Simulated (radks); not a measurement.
**Excited configurations of Cl⁺**

The task here is to estimate one member of a computed series from the others.

Method: non-relativistic Kohn-Sham, PBE, spin-polarised, spherical densities, point nucleus; open shells are filled with parallel spins first. Code: radks (a radial shooting solver on a logarithmic mesh, Libxc functionals) version 1.

## What is computed

```
element       : chlorine (Z = 17)
charge        : +1
electrons     : 16
configuration : [Ne] 3s2 3p4
```

Outer shells as boxes (Hund's rule):

Cl⁺
```
[Ne] core
3s [↑↓]
3p [↑↓][↑ ][↑ ]
```

The first run:

Settings of this run:

```text
Z 17
configuration [Ne] 3s2 3p4
relativity non-relativistic
functional pbe,pbe
spin polarised
nucleus point
```

Among the steps run: Ground configuration: [Ne] 3s2 3p4.

One table of the session follows, with a row left open; its other results are not shown here.

It belongs to the step «Ground configuration: [Ne] 3s2 3p4». Sizes of the orbitals, from the radial functions (bohr):

```
  level     <r>  outermost maximum (interpolated)  90 % within  nodes
  2s up  0.4463                             0.364        0.698      1
2s down  0.4462                             0.364        0.697      1
  2p up  0.4074                             0.302        0.676      0
2p down  0.4074                             0.302        0.676      0
  3s up   1.491                              1.27         2.24      2
3s down   1.501                              1.27         2.27      2
  3p up       ?                                 ?            ?      ?
3p down   1.727                              1.39         2.69      1
```

Estimate the missing values for 3p up.

The run gave: <r>: 1.693; outermost maximum (interpolated): 1.39; 90 % within: 2.62; nodes: 1. In the column «<r>» it lies between 3s down (1.501) and 3p down (1.727).

Caveats from the session: Open shells are spherical and high-spin; term and fine-structure splittings are not resolved.
